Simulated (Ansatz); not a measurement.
# NbTe (P-6m2) in Ansatz: notebook

Runs on NbTe. Level: PBE. Tasks: single point.

Everything below comes from runs of Ansatz 0.2.0. Logs are shortened: lines on timing, memory, paths and dates and some standing lists are left out, and cuts for length are marked.

## Step 1: Starting point

The structure is hexagonal, space group P-6m2 (No. 187). Conventional cell: a = 3.703 Å, b = 3.703 Å, c = 3.694 Å, α = 90.00°, β = 90.00°, γ = 120.00°. Around Te (site symmetry -6m2) lie 6 Nb at 2.83 Å. Around Nb (site symmetry -6m2) lie 6 Te at 2.83 Å.

The cell comes from a database or a generator and needn't be the stable form of this composition.

## Step 2: Single point, PBE

The input, input.yaml:

```yaml
crystal:
  lattice:
    - [3.7029743866, 0.0, 0.0]
    - [-1.8514871933, 3.2068698884, 0.0]
    - [0.0, 0.0, 3.694211]
  atoms:
    - { symbol: Te, position: [0.6666666667, 0.3333333333, 0.0] }
    - { symbol: Nb, position: [0.0, 0.0, 0.5] }
hamiltonian:
  xc: pbe
  pseudopotentials: { kind: paw }
kpoints:
  mp_grid: { grid: [8, 8, 7] }
scf:
  occupations: { method: gaussian, width: 0.018 }
output:
  forces: true
  stress: true
  eigenvalues: true
```

Potentials or basis: Ansatz PAW.

On the command line:

```bash
$ ansatz run input.yaml --threads 2 --pin off --max-ram 5632MiB --backend cpu --events-out ev --progress --plain --runs-dir out
```

The program printed:

```text
Warning: RAYON_NUM_THREADS=2 ignored (pool sized by the plan → 2); use --threads N
Engine: ansatz 0.2.0, aarch64-unknown-linux-gnu
Pseudopotentials: kind: paw
Pseudopotential: Te, paw, valence charge 16, recommended cutoff 420 eV (normal), Te.paw.azcp
Pseudopotential: Nb, paw, valence charge 13, recommended cutoff 420 eV (normal), Nb.paw.azcp
Functional definition: PBE
  parameter kappa = 0.804
  parameter beta = 0.06672455060314922
  exchange = pbe_x(kappa = kappa, mu = beta*pi^2/3)
  correlation = pbe_c(beta = beta)
Crystal: 2 atoms, lattice volume = 43.869 Å³
Basis set: ecut = 420 eV, 865 PW (Γ), exchange–correlation on 50×50×50 points (8 copies of the dense FFT grid, shifted against one another)
Bands: 19, of which v1, the nominal top of the filled ones, is band 15 counted from 1 (14 counted from 0)
Symmetry: 12 space group operations
Space group: P-6m2 (ITA 187), of the structure as read, at distance tolerance 3.5e-5 Å
k-points: 40 of 448 (time reversal used)
Non-local potential: Te, projectors of the file, l = 0: 2, l = 1: 2, l = 2: 2, l = 3: 2
Non-local potential: Nb, projectors of the file, l = 0: 3, l = 1: 2, l = 2: 2, l = 3: 1
PAW form: soft (Blöchl's): semilocal exchange-correlation on the pseudo side does not see the compensation charge
PAW one-centre angular grid: Te, 590 points (default); XC on 64 Gauss nodes
PAW one-centre angular grid: Nb, 590 points (default); XC on 64 Gauss nodes
Initial density: superposition of atomic densities (neutral atoms: chi_scale 0, normalization atom), corrected by the library's trained network
Initial wavefunctions: pseudopotential atomic-orbital guess
Functional: x = pbe(κ = 0.804, μ = 0.2195149727645171), c = pbe(β = 0.06672455060314922)
SCF iter   1: F=—  HF=-11532.515171 eV  |F-HF|=—  |Δ(HF+E_count)|=         —  Δρ=7.54e-3  dr2=1.71e-2  ethr=1.77e-3  ⟨swp⟩=6.0  Hψ=4027  notcnv=0
preconditioner: auto → none  [insulator: Δε(μ)=0.053 eV  Ē_g=7.561 eV  σ=0.018 eV  W_gap=0.95  n_scr=8 (ndim 8)  ℏωp=18.6 eV  f_vac=0.000  D(μ)=0.91/eV (n_scr^D=2)  ε∞_Penn≈7.0]
SCF iter   2: F=—  HF=-11532.513302 eV  |F-HF|=—  |Δ(HF+E_count)|=   1.87e-3  Δρ=3.51e-3  dr2=2.29e-3  ethr=5.90e-5  ⟨swp⟩=2.0  Hψ=1242  notcnv=0  defer=14
SCF iter   3: F=—  HF=-11532.513852 eV  |F-HF|=—  |Δ(HF+E_count)|=   5.50e-4  Δρ=7.56e-4  dr2=9.10e-5  ethr=7.88e-6  ⟨swp⟩=2.1  Hψ=1004  notcnv=0  defer=14
SCF iter   4: F=—  HF=-11532.513870 eV  |F-HF|=—  |Δ(HF+E_count)|=   1.78e-5  Δρ=1.18e-4  dr2=2.92e-6  ethr=3.14e-7  ⟨swp⟩=2.1  Hψ=970  notcnv=0  defer=14
SCF iter   5: F=—  HF=-11532.513871 eV  |F-HF|=—  |Δ(HF+E_count)|=   1.46e-6  Δρ=2.20e-5  dr2=1.48e-7  ethr=1.01e-8  ⟨swp⟩=2.0  Hψ=1037  notcnv=0  defer=14
SCF iter   6: F=-11532.513871 eV  HF=-11532.513871 eV  |F-HF|=6.53e-9  |Δ(HF+E_count)|=   2.76e-8  Δρ=6.81e-6  dr2=6.39e-9  ethr=3.45e-10  ⟨swp⟩=7.0  Hψ=3177  notcnv=0
SCF 1 converged in 6 iterations: F = -11532.513871 eV  dr2 = 6.39e-9
SCF converged after 6 iterations
Free energy (F): -11532.513871 eV
Harris-Foulkes:  -11532.513871 eV  (|F-HF|=6.53e-9)
Internal energy: -11532.513413 eV  (E = F + TS)
E sigma→0 (E₀):  -11532.513642 eV
Entropy (-TS):   -0.000459 eV (-0.229 meV/atom)
Fermi energy:    15.925522 eV
--- Per-component energies (eV) ---
  E_band       = -279.213366
  E_kinetic    = 575.743541
  E_local      = -1731.464733  (includes V_loc(G=0)·N_el)
  E_nonlocal   = -188.276568
  E_hartree    = 935.882785
  E_xc         = -299.776224
  E_vxc        = -317.321077  (∫ρ·V_xc dr)
  E_paw        = -7737.515583  (= ΣΔE_a)
  E_vpaw       = -489.659731  (= ΣTr[D̂ρ^β])
  E_aug_tail   = -0.000174  (compensation charges beyond the density's cutoff)
  E_ewald      = -3087.106456
  E_smearing   = -0.000459  (= −TS)
  E_closure    = 0.000000  (closes the sum)
  Σ components = -11532.513871   (vs F -11532.513871, Δ=0.00e0)
--- Forces (eV/Å), atoms counted from 1 ---
  atom   1  Te    -0.00000000     0.00000000     0.00000000
  atom   2  Nb     0.00000000     0.00000000     0.00000000
  max |Σ_I F_I| component: 7.40e-17 eV/Å
--- Stress (GPa, compression-positive) ---
       -1.049137       0.000000       0.000000
        0.000000      -1.049137       0.000000
        0.000000       0.000000       0.245162
  P = ⅓ Tr σ = -0.6177 GPa (-6.177 kbar)
--- Band table (eV; the first three rows and the last of 40) ---
  k-point 0: bands = ["-39.6865", "-22.2037", "-22.2037", "-22.1932", "-22.1932", "-22.1926", "-15.8755", "-15.6954", "-15.6954", "1.6367", "12.7341", "12.7341", "12.9021", "13.5403", "16.0249", "16.0249", "18.3271", "18.3271", "18.7419"]
  k-point 1: bands = ["-39.6855", "-22.2034", "-22.2034", "-22.1943", "-22.1943", "-22.1903", "-15.8969", "-15.6932", "-15.6932", "1.8372", "11.5492", "12.8504", "12.8504", "14.3572", "15.5871", "15.5871", "18.5710", "18.5710", "19.2808"]
  k-point 2: bands = ["-39.6833", "-22.2026", "-22.2026", "-22.1970", "-22.1970", "-22.1850", "-15.9446", "-15.6884", "-15.6884", "2.3569", "9.7669", "13.1072", "13.1072", "15.0313", "15.0313", "15.3905", "18.3011", "18.3011", "20.1332"]
  k-point 39: bands = ["-39.6729", "-22.2060", "-22.2005", "-22.1964", "-22.1928", "-22.1739", "-15.9360", "-15.7896", "-15.7439", "3.7535", "9.7193", "10.1892", "11.3391", "14.6876", "17.0246", "17.5261", "18.0889", "18.3849", "19.2801"]
```

It took 1.5 s on 2 threads of Arm Neoverse V2, shared host; peak memory 0.33 GiB.

What came out:

- Free energy: -11532.5139 eV
- Pressure: -0.6 GPa
- Band gap on the k mesh: none (metal or under the smearing width)

Stress tensor (GPa, compression positive):
```
-1.05  0.00  0.00
 0.00 -1.05  0.00
 0.00  0.00  0.25
```

## Step 3: Single point, PBE

input.yaml, as its differences from that of step 2:

```diff
@@ -14,3 +14,3 @@
 scf:
-  occupations: { method: gaussian, width: 0.018 }
+  occupations: { method: gaussian, width: 0.019 }
 output:
```

Potentials or basis: Ansatz PAW.

On the command line:

```bash
$ ansatz run input.yaml --threads 2 --pin off --max-ram 5632MiB --backend cpu --events-out ev --progress --plain --runs-dir out
```

Run time: 1.5 s. Hardware: 2 threads of Arm Neoverse V2, shared host; peak memory 0.33 GiB.

The run converged. Its results:

```
Free energy            : -11532.5139 eV
Pressure               : -0.6 GPa
Band gap on the k mesh : none (metal or under the smearing width)
```

Stress tensor (GPa, compression positive):
```
-1.04  0.00  0.00
 0.00 -1.04  0.00
 0.00  0.00  0.23
```

Levels at points of the mesh, in eV from the Fermi level:
| k point | band 13 | band 14 | band 15 | band 16 | band 17 | band 18 |
| --- | --- | --- | --- | --- | --- | --- |
| (0.00, 0.00, 0.00) | -3.02 | -2.38 | 0.10 | 0.10 | 2.40 | 2.40 |
| (0.00, -0.50, 0.00) | -2.67 | -2.64 | -0.23 | 1.19 | 1.46 | 2.99 |

The run has no spin-orbit coupling, so splittings on Te are missing.

## Step 4: Single point, PBE

input.yaml, as its differences from that of step 3:

```diff
@@ -14,3 +14,3 @@
 scf:
-  occupations: { method: gaussian, width: 0.019 }
+  occupations: { method: gaussian, width: 0.02 }
 output:
```

On the command line:

```bash
$ ansatz run input.yaml --threads 2 --pin off --max-ram 5632MiB --backend cpu --events-out ev --progress --plain --runs-dir out
```

It took 1.4 s on 2 threads of Arm Neoverse V2, shared host; peak memory 0.33 GiB.

It converged, with:

* Free energy: -11532.5139 eV
* Pressure: -0.6 GPa
* Band gap on the k mesh: none (metal or under the smearing width)

Stress tensor (GPa, compression positive):
```
-1.04  0.00  0.00
 0.00 -1.04  0.00
 0.00  0.00  0.22
```

Levels at points of the mesh, in eV from the Fermi level:
```csv
k point,band 13,band 14,band 15,band 16,band 17,band 18
"(0.00, 0.00, 0.00)",-3.02,-2.38,0.10,0.10,2.40,2.40
"(0.00, -0.50, 0.00)",-2.67,-2.64,-0.23,1.19,1.46,2.99
```

## Step 5: Single point, PBE

input.yaml, as its differences from that of step 4:

```diff
@@ -14,3 +14,3 @@
 scf:
-  occupations: { method: gaussian, width: 0.02 }
+  occupations: { method: gaussian, width: 0.021 }
 output:
```

On the command line:

```bash
$ ansatz run input.yaml --threads 2 --pin off --max-ram 5632MiB --backend cpu --events-out ev --progress --plain --runs-dir out
```

Wall time 1.4 s (2 threads of Arm Neoverse V2, shared host); peak memory 0.33 GiB.

Results (log left out):

* Free energy: -11532.5140 eV
* Pressure: -0.6 GPa
* Band gap on the k mesh: none (metal or under the smearing width)

Stress tensor (GPa, compression positive):
```
-1.03  0.00  0.00
 0.00 -1.03  0.00
 0.00  0.00  0.20
```

Levels at points of the mesh, in eV from the Fermi level:
```
            k point  band 11  band 12  band 13  band 14  band 15  band 16  band 17  band 18  band 19
 (0.00, 0.00, 0.00)    -3.19    -3.19    -3.02    -2.38     0.10     0.10     2.40     2.40     2.82
(0.00, -0.50, 0.00)    -7.22    -3.87    -2.67    -2.64    -0.23     1.19     1.46     2.99     3.79
```

The run has no spin-orbit coupling, so splittings on Te are missing.

## Step 6: Single point, PBE

input.yaml, as its differences from that of step 5:

```diff
@@ -14,3 +14,3 @@
 scf:
-  occupations: { method: gaussian, width: 0.021 }
+  occupations: { method: gaussian, width: 0.022 }
 output:
```

Potentials or basis: Ansatz PAW.

On the command line:

```bash
$ ansatz run input.yaml --threads 2 --pin off --max-ram 5632MiB --backend cpu --events-out ev --progress --plain --runs-dir out
```

The program printed:

```text
Warning: RAYON_NUM_THREADS=2 ignored (pool sized by the plan → 2); use --threads N
[... 9 set-up lines as earlier in the session ...]
Crystal: 2 atoms, lattice volume = 43.869 Å³
Basis set: ecut = 420 eV, 865 PW (Γ), exchange–correlation on 50×50×50 points (8 copies of the dense FFT grid, shifted against one another)
Bands: 19, of which v1, the nominal top of the filled ones, is band 15 counted from 1 (14 counted from 0)
[... 2 set-up lines as earlier in the session ...]
k-points: 40 of 448 (time reversal used)
[... 8 set-up lines as earlier in the session ...]
SCF iter   1: F=—  HF=-11532.515212 eV  |F-HF|=—  |Δ(HF+E_count)|=         —  Δρ=7.54e-3  dr2=1.71e-2  ethr=1.77e-3  ⟨swp⟩=6.0  Hψ=4026  notcnv=0
preconditioner: auto → none  [insulator: Δε(μ)=0.053 eV  Ē_g=7.561 eV  σ=0.022 eV  W_gap=0.91  n_scr=8 (ndim 8)  ℏωp=18.6 eV  f_vac=0.000  D(μ)=1.12/eV (n_scr^D=8)  ε∞_Penn≈7.0]
SCF iter   2: F=—  HF=-11532.513409 eV  |F-HF|=—  |Δ(HF+E_count)|=   1.80e-3  Δρ=3.53e-3  dr2=2.30e-3  ethr=5.89e-5  ⟨swp⟩=2.0  Hψ=1243  notcnv=0  defer=13
SCF iter   3: F=—  HF=-11532.513963 eV  |F-HF|=—  |Δ(HF+E_count)|=   5.54e-4  Δρ=7.69e-4  dr2=9.88e-5  ethr=7.94e-6  ⟨swp⟩=2.1  Hψ=963  notcnv=0  defer=13
SCF iter   4: F=—  HF=-11532.513980 eV  |F-HF|=—  |Δ(HF+E_count)|=   1.68e-5  Δρ=1.30e-4  dr2=3.52e-6  ethr=3.41e-7  ⟨swp⟩=2.1  Hψ=957  notcnv=0  defer=13
SCF iter   5: F=—  HF=-11532.513982 eV  |F-HF|=—  |Δ(HF+E_count)|=   1.62e-6  Δρ=2.24e-5  dr2=1.47e-7  ethr=1.21e-8  ⟨swp⟩=2.1  Hψ=1058  notcnv=0  defer=13
SCF iter   6: F=-11532.513982 eV  HF=-11532.513982 eV  |F-HF|=7.53e-9  |Δ(HF+E_count)|=   2.15e-8  Δρ=7.22e-6  dr2=6.67e-9  ethr=3.45e-10  ⟨swp⟩=7.0  Hψ=3245  notcnv=0
SCF 1 converged in 6 iterations: F = -11532.513982 eV  dr2 = 6.67e-9
SCF converged after 6 iterations
Free energy (F): -11532.513982 eV
Harris-Foulkes:  -11532.513982 eV  (|F-HF|=7.53e-9)
Internal energy: -11532.513334 eV  (E = F + TS)
E sigma→0 (E₀):  -11532.513658 eV
Entropy (-TS):   -0.000648 eV (-0.324 meV/atom)
Fermi energy:    15.924586 eV
--- Per-component energies (eV) ---
  E_band       = -279.217632
  E_kinetic    = 575.742525
  E_local      = -1731.458918  (includes V_loc(G=0)·N_el)
  E_nonlocal   = -188.276591
  E_hartree    = 935.878097
  E_xc         = -299.775512
  E_vxc        = -317.320232  (∫ρ·V_xc dr)
  E_paw        = -7737.516305  (= ΣΔE_a)
  E_vpaw       = -489.660601  (= ΣTr[D̂ρ^β])
  E_aug_tail   = -0.000174  (compensation charges beyond the density's cutoff)
  E_ewald      = -3087.106456
  E_smearing   = -0.000648  (= −TS)
  E_closure    = 0.000000  (closes the sum)
  Σ components = -11532.513982   (vs F -11532.513982, Δ=0.00e0)
--- Forces (eV/Å), atoms counted from 1 ---
  atom   1  Te     0.00000000     0.00000000     0.00000000
  atom   2  Nb     0.00000000     0.00000000     0.00000000
  max |Σ_I F_I| component: 7.40e-17 eV/Å
--- Stress (GPa, compression-positive) ---
       -1.028783      -0.000000       0.000000
        0.000000      -1.028783       0.000000
        0.000000       0.000000       0.191643
  P = ⅓ Tr σ = -0.6220 GPa (-6.220 kbar)
--- Band table (eV; the first three rows and the last of 40) ---
  k-point 0: bands = ["-39.6863", "-22.2041", "-22.2041", "-22.1936", "-22.1936", "-22.1931", "-15.8766", "-15.6946", "-15.6946", "1.6365", "12.7344", "12.7344", "12.9018", "13.5403", "16.0246", "16.0246", "18.3271", "18.3271", "18.7420"]
  k-point 1: bands = ["-39.6854", "-22.2038", "-22.2038", "-22.1948", "-22.1948", "-22.1907", "-15.8980", "-15.6925", "-15.6925", "1.8369", "11.5493", "12.8506", "12.8506", "14.3566", "15.5869", "15.5869", "18.5710", "18.5710", "19.2810"]
  k-point 2: bands = ["-39.6832", "-22.2030", "-22.2030", "-22.1974", "-22.1974", "-22.1854", "-15.9457", "-15.6877", "-15.6877", "2.3566", "9.7672", "13.1072", "13.1072", "15.0315", "15.0315", "15.3898", "18.3010", "18.3010", "20.1334"]
  k-point 39: bands = ["-39.6728", "-22.2064", "-22.2009", "-22.1968", "-22.1932", "-22.1743", "-15.9371", "-15.7889", "-15.7432", "3.7532", "9.7190", "10.1896", "11.3383", "14.6884", "17.0241", "17.5259", "18.0896", "18.3849", "19.2803"]
```

It took 1.4 s on 2 threads of Arm Neoverse V2, shared host; peak memory 0.33 GiB.

What came out:

- Free energy: -11532.5140 eV
- Pressure: -0.6 GPa
- Band gap on the k mesh: none (metal or under the smearing width)

Stress tensor (GPa, compression positive):
```
-1.03  0.00  0.00
 0.00 -1.03  0.00
 0.00  0.00  0.19
```

The run has no spin-orbit coupling, so splittings on Te are missing.

## Step 7: The runs side by side

| smearing | gap on the mesh (eV) | pressure (GPa) |
| --- | --- | --- |
| gaussian 0.018 eV | none | -0.6 |
| gaussian 0.019 eV | none | -0.6 |
| gaussian 0.02 eV | none | -0.6 |
| gaussian 0.021 eV | none | -0.6 |
| gaussian 0.022 eV | none | -0.6 |

Alike in all rows: task single point; level PBE; potentials or basis Ansatz PAW; no spin polarisation; cell as given; k mesh 8 × 8 × 7; cutoff (eV) 420.

Every run on the cell as given and a fine mesh finds a metal.

Total energies depend on the potentials used, so only differences within one code and one set of settings carry meaning.
